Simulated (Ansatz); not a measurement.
# CoO (I4/mmm): exchange couplings and spin waves

How strongly are the moments of CoO (I4/mmm) coupled, and at what temperature would they order?

Method: DFT PBE, scalar-relativistic, plane waves, PAW, in Ansatz 0.2.0.

1 further run of the same task is left out (it didn't finish).

## (1) Starting point

It takes space group I4/mmm (No. 139, tetragonal). Conventional cell: a = 3.016 Å, b = 3.016 Å, c = 4.215 Å, α = 90.00°, β = 90.00°, γ = 90.00°. Co (site symmetry 4/mmm) has 6 O at 2.11 to 2.13 Å as nearest neighbours. O (site symmetry 4/mmm) is surrounded by 6 Co at 2.11 to 2.13 Å.

As a file:

```xyz
2
Lattice="-1.5080 1.5080 2.1073 1.5080 -1.5080 2.1073 1.5080 1.5080 -2.1073" Properties=species:S:1:pos:R:3 pbc="T T T"
Co    0.0000    0.0000    0.0000
O     0.0000    0.0000    2.1073
```

The cell is the deposited one, not relaxed. An earlier run on this cell at PBE gave 0.10 GPa at 9.584 Å³/atom (16×16×16 mesh), metallic, moments in the atoms' spheres Co 2.50; O 0.33 μB.

## (2) Exchange couplings, spin waves and anisotropy by the force theorem

The input, input.yaml:

```yaml
crystal:
  lattice:
    - [-1.5080004431, 1.5080004431, 2.1072503604]
    - [1.5080004431, -1.5080004431, 2.1072503604]
    - [1.5080004431, 1.5080004431, -2.1072503604]
  atoms:
    - { symbol: Co, position: [0.0, 0.0, 0.0], spin: 2.75 }
    - { symbol: O, position: [0.5, 0.5, 0.0] }
basis:
  ecutwfc: 420
  ecutrho_ratio: 4
kpoints:
  mp_grid: { grid: [14, 14, 14] }
  band_path:
    path:
      - [[0.0, 0.0, 0.0], [0.0, 0.0, 0.5], [0.25, 0.25, 0.25], [0.0, 0.5, 0.0], [0.0, 0.0, 0.0], [0.5, 0.5, -0.5], [0.37802968, 0.62197032, -0.37802968]]
      - [[-0.37802968, 0.37802968, 0.37802968], [0.0, 0.0, 0.0]]
      - [[0.0, 0.0, 0.5], [-0.25605937, 0.25605937, 0.5]]
      - [[0.5, 0.5, -0.25605937], [0.5, 0.5, -0.5]]
    npoints: 6
hamiltonian:
  xc: pbe
scf:
  occupations: { method: gaussian, width: 0.05 }
  lower_state_search: "off"
output:
  forces: true
  stress: true
  eigenvalues: true
  populations: true
  eigenstates:
    nscf_kmesh: { grid: [14, 14, 14] }
    top_band: c28
    exchange_couplings: { magnetic: [{ site: 0 }] }
    magnetocrystalline_anisotropy: {}
magnetization:
  spin_polarized: true
checkpoint:
  read: start.run
  write: ck
  compress: false
  write_wavefunctions: false
  write_every: 100000
```

The run starts from a saved state of the same cell, the folder start.run.

Started as:

```console
$ ansatz run input.yaml --threads 4 --pin off --max-ram 9216MiB --backend cpu --events-out ev --progress --plain --runs-dir out
```

Before running it: what results should come out? Wanted: strongest shell; highest spin wave on the path; mean-field ordering temperature; easy direction; anisotropy energy.

**Answer**, as computed:

```
                       quantity                                 value
                strongest shell  Co–Co at 4.26 Å, J = -36.014 meV × 4
  highest spin wave on the path                             170.1 meV
mean-field ordering temperature     1852 K at q = (0.00, -0.50, 0.00)
                 easy direction                    (0.00, 0.00, 1.00)
              anisotropy energy                        0.653 meV/cell
```

**Reading.** The shell that weighs most is Co–Co at 4.26 Å and favours opposed moments. A spin-wave branch goes negative, so this collinear order is unstable against turning the moments. Mean-field theory leaves out fluctuations and tends to put the ordering too high. The program gives no random-phase temperature (state not lowest). The couplings belong to the order typed, which need not be the compound's real one. The easy direction is (0.00, 0.00, 1.00), 0.653 meV per cell under the hardest one tried.
